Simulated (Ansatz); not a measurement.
The system is GaF.

```
Ga F
1.0
     0.00000    2.84624    2.84624
     2.84624    0.00000    2.84624
     2.84624    2.84624    0.00000
Ga F
1 1
Direct
  0.25000 0.25000 0.25000
  0.00000 0.00000 0.00000
```

The cell was built by a generator and needn't be a form met in nature.

Program: Ansatz 0.2.0. Alike in all runs: potentials or basis Ansatz PAW; cell as given; k mesh 4 × 4 × 4; smearing fermi-dirac 0.05 eV; the mesh is coarse, so values aren't converged.

Task: Order these runs on this cell by their band gap on the k mesh, lowest first.
A. level HF; spin off; cutoff (eV) 420; points for each segment of the path 4
B. level HSE03; spin off; cutoff (eV) 420; points for each segment of the path 4
C. level r2SCAN0; spin off; cutoff (eV) 500; points for each segment of the path 4
D. level r2SCAN50; spin off; cutoff (eV) 500; points for each segment of the path 4
E. level HSE06; spin SOC, no magnetisation; cutoff (eV) 420

Result: B (2.89 eV), E (3.07 eV), C (3.93 eV), D (5.43 eV), A (8.58 eV).

Caveats: all runs use coarse meshes.

A k mesh can miss the band edges.
